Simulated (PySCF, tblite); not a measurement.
**C5H8OS: a rotation path, then NMR shifts on frames**

Aim: move C5H8OS (`CO[C@H](C)C=C=S`) away from its starting geometry and see how NMR shifts follow the geometry.

Computed with tblite 0.8.0 and PySCF 2.14.0, with density-fitted response routines of our own, on a single molecule in the gas phase. Atoms are numbered from 0 throughout.

## (1) The starting structure

15 atoms, charge 0, multiplicity 1; geometry from: GFN2-xTB.

Bonds of the start (Å): C0–O1 1.40, O1–C2 1.41, C2–C3 1.52, C2–C4 1.53, C4–C5 1.29, C5–S6 1.56, C0–H7 1.09, C0–H8 1.10, C0–H9 1.10, C2–H10 1.10, C3–H11 1.09, C3–H12 1.09, C3–H13 1.09, C4–H14 1.08.

## (2) The rotation path with GFN2-xTB

Job settings and geometry (Å):

```
{"job": {"kind": "neb", "xc": "GFN2-xTB", "basis": "xTB", "atoms": [4, 2, 1, 0], "turn": 120}, "charge": 0, "multiplicity": 1}
C     -0.983277     1.730278    -0.454777
O     -1.150184     0.398036    -0.043845
C     -0.102979    -0.466870    -0.426344
C     -0.589876    -1.899233    -0.249110
C      1.133186    -0.227990     0.434858
C      2.127696     0.505590     0.049795
S      3.309646     1.359224    -0.505882
H     -1.848491     2.276767    -0.085821
H     -0.068615     2.167131    -0.037638
H     -0.940545     1.804467    -1.548389
H      0.161436    -0.281550    -1.479859
H      0.203729    -2.597705    -0.499262
H     -0.899786    -2.054594     0.780598
H     -1.443867    -2.076956    -0.897032
H      1.087514    -0.628606     1.435141
```

With the program's defaults for keys left out, this is: GFN2-xTB climbing-image nudged elastic band, gas phase.

On the command line:

```console
> OMP_NUM_THREADS=1 python probes_run.py task.json out
```

This one command runs all jobs of the session in turn.

Output:

```text
image   E - E0 / eV
  0       0.0000
  1       0.0088
  2       0.0332
  3       0.0634
  4       0.0885
  5       0.1019
  6       0.1039
  7       0.1011
  8       0.0864
```

It took 6.5 s on 1 thread of Arm Neoverse N1, shared host; peak memory 0.19 GiB.

The final band, with the dihedral C4–C2–O1–C0:

```
image  dihedral (°)  energy (eV)  energy (kcal/mol)
    0            75        0.000                0.0
    1            83        0.009                0.2
    2            93        0.033                0.8
    3           104        0.063                1.5
    4           115        0.088                2.0
    5           127        0.102                2.4
    6           138        0.104                2.4
    7           152        0.101                2.3
    8           158        0.086                2.0
```

## (3) Nuclear shieldings: image 0, PBE0/pcSseg-1

Job settings and geometry (Å):

```
{"job": {"kind": "nmr", "xc": "PBE0", "basis": "pcSseg-1", "pop": false}, "charge": 0, "multiplicity": 1}
C     -0.983300     1.730300    -0.454800
O     -1.150200     0.398000    -0.043800
C     -0.103000    -0.466900    -0.426300
C     -0.589900    -1.899200    -0.249100
C      1.133200    -0.228000     0.434900
C      2.127700     0.505600     0.049800
S      3.309600     1.359200    -0.505900
H     -1.848500     2.276800    -0.085800
H     -0.068600     2.167100    -0.037600
H     -0.940500     1.804500    -1.548400
H      0.161400    -0.281600    -1.479900
H      0.203700    -2.597700    -0.499300
H     -0.899800    -2.054600     0.780600
H     -1.443900    -2.077000    -0.897000
H      1.087500    -0.628600     1.435100
```

Level: GIAO PBE0/pcSseg-1 NMR shielding, non-relativistic, gas phase.

Output:

```text
coarse grid: 13104 points
cycle   1  E = -668.0674668162  dE =  9.101e-01  |g| = 5.836e-01  |ddm| = 3.560e+00
cycle   2  E = -667.9577718866  dE =  1.097e-01  |g| = 9.405e-01  |ddm| = 1.266e+00
cycle   3  E = -668.1329449746  dE = -1.752e-01  |g| = 1.294e-01  |ddm| = 9.164e-01
cycle   4  E = -668.1367519582  dE = -3.807e-03  |g| = 4.295e-02  |ddm| = 1.621e-01
cycle   5  E = -668.1371183150  dE = -3.664e-04  |g| = 1.863e-02  |ddm| = 4.209e-02
cycle   6  E = -668.1371929848  dE = -7.467e-05  |g| = 5.200e-03  |ddm| = 1.824e-02
cycle   7  E = -668.1371994414  dE = -6.457e-06  |g| = 1.336e-03  |ddm| = 5.626e-03
final grid: 121976 points
cycle   8  E = -668.1934852085  dE = -1.073e-05  |g| = 1.468e-02  |ddm| = 3.476e-02
cycle   9  E = -668.1933616530  dE =  1.236e-04  |g| = 2.619e-02  |ddm| = 3.400e-02
cycle  10  E = -668.1935306731  dE = -1.690e-04  |g| = 3.551e-03  |ddm| = 2.586e-02
cycle  11  E = -668.1935341744  dE = -3.501e-06  |g| = 4.996e-04  |ddm| = 3.558e-03
cycle  12  E = -668.1935342164  dE = -4.195e-08  |g| = 1.461e-04  |ddm| = 5.261e-04
cycle  13  E = -668.1935342214  dE = -5.038e-09  |g| = 2.989e-05  |ddm| = 1.722e-04
cycle  14  E = -668.1935342217  dE = -2.906e-10  |g| = 7.077e-06  |ddm| = 4.522e-05
converged SCF energy = -668.1935342217

GIAO shielding tensors (ppm)
atom      isotropic    diamagn.    paramagn.     s11        s22        s33       span
  0 C      128.644     245.389    -116.745     95.310    108.756    181.866     86.556
  1 O      271.908     397.972    -126.064    241.182    250.382    324.159     82.976
  2 C      103.886     244.124    -140.238     75.389     88.100    148.169     72.780
  3 C      160.574     246.952     -86.378    140.310    155.094    186.318     46.008
  4 C      118.527     259.415    -140.889     27.105    132.321    196.154    169.049
  5 C      -78.990     265.713    -344.703   -192.797    -58.123     13.951    206.749
  6 S      163.043    1057.562    -894.519   -222.626     90.938    620.817    843.443
  7 H       27.968      28.926      -0.958     23.881     25.701     34.321     10.440
  8 H       28.029      30.659      -2.630     24.039     27.520     32.527      8.488
  9 H       28.726      29.897      -1.171     25.033     26.290     34.854      9.821
 10 H       27.586      32.437      -4.851     25.646     26.333     30.780      5.134
 11 H       30.468      29.158       1.310     26.190     28.707     36.507     10.317
 12 H       30.445      30.090       0.356     27.294     28.732     35.310      8.016
 13 H       30.112      29.308       0.804     25.877     27.667     36.794     10.917
 14 H       27.374      31.126      -3.752     24.664     27.084     30.375      5.711
```

Wall time 34 s (1 thread of Arm Neoverse N1, shared host); peak memory 0.75 GiB.

The references, computed at this level on geometries of the same kind, shield at (ppm): ¹H TMS 31.72, ¹³C TMS 186.9, ¹⁷O H2O 336.1, ³³S CS2 504. Their shielding less the atom's gives the shift. The references are single molecules in the gas phase, so shifts against H2O, NH3, PH3, H3PO4 or CFCl3 are not on the usual liquid scales and can be off by tens of ppm. Each atom is listed at this fixed geometry, with no averaging over motion; a spectrum would average atoms that exchange fast.

```csv
atoms,environment,σ (ppm),δ (ppm)
C5,cumulene carbon,-79.0,265.9
C2,allylic sp3 CH bonded to O,103.9,83.0
C4,alkene CH,118.5,68.4
C0,methyl carbon bonded to O,128.6,58.3
C3,methyl carbon,160.6,26.4
H14,hydrogen on an alkene CH,27.37,4.34
H10,hydrogen on an allylic sp3 CH bonded to O,27.59,4.13
H7,hydrogen on a methyl carbon bonded to O,27.97,3.75
H8,hydrogen on a methyl carbon bonded to O,28.03,3.69
H9,hydrogen on a methyl carbon bonded to O,28.73,2.99
H13,hydrogen on a methyl carbon,30.11,1.60
H12,hydrogen on a methyl carbon,30.45,1.27
H11,hydrogen on a methyl carbon,30.47,1.25
O1,ether oxygen,271.9,64.2
S6,thione sulfur,163,341
```

## (4) Nuclear shieldings: image 3, PBE0/pcSseg-1

Job settings and geometry (Å):

```
{"job": {"kind": "nmr", "xc": "PBE0", "basis": "pcSseg-1", "pop": false}, "charge": 0, "multiplicity": 1}
C     -1.150400     1.696600    -0.549000
O     -0.985200     0.509400     0.180700
C     -0.009800    -0.381900    -0.329800
C     -0.582800    -1.794500    -0.298500
C      1.252500    -0.310400     0.520900
C      2.297600     0.374900     0.185700
S      3.546100     1.179700    -0.291200
H     -1.885400     2.288700    -0.006700
H     -0.214300     2.260900    -0.628400
H     -1.527800     1.487000    -1.557900
H      0.245000    -0.103700    -1.361400
H      0.159300    -2.512500    -0.635600
H     -0.893900    -2.037100     0.713600
H     -1.453000    -1.844800    -0.948400
H      1.197800    -0.804300     1.478500
```

Method: GIAO PBE0/pcSseg-1 NMR shielding, non-relativistic, gas phase.

Output:

```text
coarse grid: 13104 points
cycle   1  E = -668.0628731808  dE =  9.036e-01  |g| = 5.897e-01  |ddm| = 3.562e+00
cycle   2  E = -667.9509510613  dE =  1.119e-01  |g| = 9.494e-01  |ddm| = 1.269e+00
cycle   3  E = -668.1295454776  dE = -1.786e-01  |g| = 1.312e-01  |ddm| = 9.183e-01
cycle   4  E = -668.1334849898  dE = -3.940e-03  |g| = 4.507e-02  |ddm| = 1.671e-01
cycle   5  E = -668.1338869721  dE = -4.020e-04  |g| = 1.966e-02  |ddm| = 4.555e-02
cycle   6  E = -668.1339711144  dE = -8.414e-05  |g| = 5.642e-03  |ddm| = 2.016e-02
cycle   7  E = -668.1339789924  dE = -7.878e-06  |g| = 1.974e-03  |ddm| = 7.125e-03
final grid: 121976 points
cycle   8  E = -668.1901506392  dE = -3.086e-06  |g| = 1.583e-02  |ddm| = 3.276e-02
cycle   9  E = -668.1899937145  dE =  1.569e-04  |g| = 2.884e-02  |ddm| = 3.752e-02
cycle  10  E = -668.1902058290  dE = -2.121e-04  |g| = 3.760e-03  |ddm| = 2.839e-02
cycle  11  E = -668.1902096612  dE = -3.832e-06  |g| = 4.964e-04  |ddm| = 3.605e-03
cycle  12  E = -668.1902097019  dE = -4.067e-08  |g| = 1.458e-04  |ddm| = 5.202e-04
cycle  13  E = -668.1902097068  dE = -4.909e-09  |g| = 3.276e-05  |ddm| = 1.759e-04
cycle  14  E = -668.1902097071  dE = -3.190e-10  |g| = 1.355e-05  |ddm| = 5.128e-05
converged SCF energy = -668.1902097071

GIAO shielding tensors (ppm)
atom      isotropic    diamagn.    paramagn.     s11        s22        s33       span
  0 C      126.637     244.832    -118.195     92.155    105.837    181.920     89.765
  1 O      280.522     398.644    -118.122    236.059    264.085    341.422    105.363
  2 C      103.306     243.811    -140.505     74.786     84.414    150.719     75.933
  3 C      160.230     247.359     -87.129    138.175    157.201    185.314     47.139
  4 C      115.979     258.541    -142.561     21.146    134.055    192.738    171.592
  5 C      -82.792     265.188    -347.980   -193.029    -52.897     -2.450    190.580
  6 S      149.919    1057.351    -907.432   -262.852     93.385    619.225    882.076
  7 H       27.992      28.890      -0.898     24.065     25.426     34.485     10.420
  8 H       28.155      30.423      -2.268     23.774     27.068     33.624      9.850
  9 H       28.284      29.790      -1.505     24.226     26.081     34.547     10.321
 10 H       27.726      32.959      -5.234     26.011     27.106     30.060      4.049
 11 H       30.611      29.453       1.158     26.376     28.706     36.751     10.375
 12 H       30.443      30.261       0.182     27.417     28.792     35.120      7.703
 13 H       30.218      29.831       0.387     26.001     28.051     36.603     10.603
 14 H       27.046      30.550      -3.504     24.547     25.943     30.648      6.100
```

Run time: 34 s. Hardware: 1 thread of Arm Neoverse N1, shared host; peak memory 0.77 GiB.

Key values: δ C5 269.7, C2 83.6, C4 70.9, C0 60.3, H14 4.67, H10 3.99 ppm.

[end of part 1 of 2]
